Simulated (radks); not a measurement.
**Fe with its nuclear charge varied continuously**

An exercise on one series of results from a longer session: the logs are not shown, and one member is left open.

Method: non-relativistic Kohn-Sham, TPSS, spin-polarised, spherical densities, point nucleus; open shells are filled with parallel spins first. Code: radks (a radial shooting solver on a logarithmic mesh, Libxc functionals) version 1.

### What is computed

- element: iron (Z = 26)
- charge: 0
- electrons: 26
- configuration: [Ar] 3d6 4s2

Outer shells as boxes (Hund's rule):

Fe
```
[Ar] core
3d [↑↓][↑ ][↑ ][↑ ][↑ ]
4s [↑↓]
```

Set-up of the first run:

The run's settings:

```text
Z 26
configuration [Ar] 3d6 4s2
relativity non-relativistic
functional tpss,tpss
spin polarised
nucleus point
```

Steps of the session up to this table: Z = 26.

One table of the session follows, with a row left open; its other results are not shown here.

It belongs to the step «Z = 26». Radial moments (bohr):

| level | <r> | outermost maximum (interpolated) | 90 % within | nodes |
| --- | --- | --- | --- | --- |
| 3s up | 0.8184 | 0.707 | 1.23 | 2 |
| 3s down | 0.8211 | 0.707 | 1.23 | 2 |
| 3p up | 0.8600 | 0.715 | 1.33 | 1 |
| 3p down | 0.8654 | 0.715 | 1.34 | 1 |
| 3d up | 1.104 | 0.706 | 1.93 | 0 |
| 4s up | 2.949 | 2.40 | 4.50 | 3 |
| 3d down | ? | ? | ? | ? |
| 4s down | 3.148 | 2.55 | 4.81 | 3 |

Estimate the missing values for 3d down.

As computed: <r>: 1.212; outermost maximum (interpolated): 0.712; 90 % within: 2.20; nodes: 0. In the column «<r>» it lies between 3d up (1.104) and 4s up (2.949).
